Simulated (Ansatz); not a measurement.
# C2H8BNO: up Jacob's ladder to CCSD(T)

One table from this session's results is given with a row withheld; the runs are named, their logs left out.

Computed with Ansatz 0.2.0, Gaussian basis. Level: functionals in def2-TZVPP, the program's frozen cores in correlated methods.

The runs, in order: LDA (SPW92), PBE-D4, revPBE-D4, BLYP-D4, r2SCAN-D4, B97M-V, PBE0-D4, B3LYP-D4, r2SCANh-D4, r2SCAN0-D4, HSE06-D4, BHLYP-D4, CAM-B3LYP-D4, LC-ωPBE, ωB97X-V, ωB97M-V, B2PLYP, PBE-QIDH; CCSD(T)/def2-SVP; CCSD(T)/def2-TZVPP; MP2/def2-QZVPP; extrapolation to the limit; RPA on PBE.

## The relaxed structure

The geometry comes from an earlier relaxation with PBE0-D4 in a triple-zeta def2 set; it is a stationary point, not always the lowest conformer.

SMILES `CCB(N)O`, 13 atoms, charge 0, spin multiplicity 1.

Atoms are counted from 1 here; the program's logs count them from 0.

Bond lengths: C1–C2 1.527 Å, C1–H6 1.093 Å, C1–H7 1.092 Å, C1–H8 1.093 Å, C2–B3 1.578 Å, C2–H9 1.096 Å, C2–H10 1.098 Å, B3–N4 1.410 Å, B3–O5 1.376 Å, N4–H11 1.005 Å, N4–H12 1.004 Å, O5–H13 0.959 Å. Angles: C2–C1–H6 111.8°, C2–C1–H7 110.9°, C2–C1–H8 111.3°, H6–C1–H7 108.0°, H6–C1–H8 107.5°, H7–C1–H8 107.2°, C1–C2–B3 114.1°, C1–C2–H9 110.1°, C1–C2–H10 109.0°, B3–C2–H9 110.6°, B3–C2–H10 107.2°, H9–C2–H10 105.4°, C2–B3–N4 121.2°, C2–B3–O5 117.2°, N4–B3–O5 121.6°, B3–N4–H11 124.9°, B3–N4–H12 121.7°, H11–N4–H12 113.4° and more.

The first run:

Input file in.yaml:

```yaml
crystal:
  periodic: [false, false, false]
  atoms:
    - {symbol: C, position_ang: [-0.865437, 1.589279, -0.150111]}
    - {symbol: C, position_ang: [-0.188878, 0.513325, 0.695949]}
    - {symbol: B, position_ang: [0.509424, -0.623373, -0.146713]}
    - {symbol: N, position_ang: [0.398160, -1.980306, 0.221806]}
    - {symbol: O, position_ang: [1.243272, -0.232335, -1.243572]}
    - {symbol: H, position_ang: [-1.279904, 2.390664, 0.466910]}
    - {symbol: H, position_ang: [-0.157408, 2.035662, -0.850977]}
    - {symbol: H, position_ang: [-1.685355, 1.172086, -0.741228]}
    - {symbol: H, position_ang: [-0.906118, 0.083972, 1.404226]}
    - {symbol: H, position_ang: [0.588177, 0.982097, 1.314786]}
    - {symbol: H, position_ang: [0.848942, -2.743450, -0.252728]}
    - {symbol: H, position_ang: [-0.141944, -2.268817, 1.017257]}
    - {symbol: H, position_ang: [1.657467, -0.953600, -1.720803]}
basis:
  gaussian: {orbitals: def2-TZVPP}
hamiltonian: {xc: lda}
output: {orbitals: {seedname: orbitals}}
```

Among the steps run: LDA; PBE-D4 (GGA); revPBE-D4 (GGA); BLYP-D4 (GGA); r2SCAN-D4 (meta-GGA); B97M-V (meta-GGA); PBE0-D4 (hybrid); B3LYP-D4 (hybrid); r2SCANh-D4 (hybrid); r2SCAN0-D4 (hybrid); HSE06-D4 (hybrid); BHLYP-D4 (hybrid); CAM-B3LYP-D4 (range-separated); LC-ωPBE-D4 (range-separated; the results give it without D4); ωB97X-V (range-separated); ωB97M-V (range-separated); B2PLYP (double hybrid); PBE-QIDH (double hybrid).

One table of the session follows, with a row left open; its other results are not shown here.

It belongs to the step «Orbital energies across the functionals». 

```
  functional  HOMO (eV)  LUMO (eV)  gap (eV)
 LDA (SPW92)      -6.48      -0.30      6.17
      PBE-D4      -6.29      -0.17      6.11
   revPBE-D4      -6.22      -0.10      6.11
     BLYP-D4      -6.18      -0.23      5.95
   r2SCAN-D4      -6.60       0.59      7.18
      B97M-V      -6.67       0.04      6.71
     PBE0-D4      -7.76       0.64      8.40
    B3LYP-D4      -7.52       0.27      7.79
  r2SCANh-D4      -7.15       0.81      7.96
  r2SCAN0-D4      -7.98       1.13      9.12
    HSE06-D4      -7.35       0.28      7.63
    BHLYP-D4      -9.15       1.19     10.34
CAM-B3LYP-D4          ?          ?         ?
     LC-ωPBE     -10.65       2.65     13.30
     ωB97X-V     -10.26       2.44     12.70
     ωB97M-V     -10.17       1.95     12.13
```

Q: Estimate the row for CAM-B3LYP-D4 from the others.

**Answer.** HOMO (eV): -9.23; LUMO (eV): 1.33; gap (eV): 10.57. In the column «HOMO (eV)» it lies between ωB97M-V (-10.17) and BHLYP-D4 (-9.15).
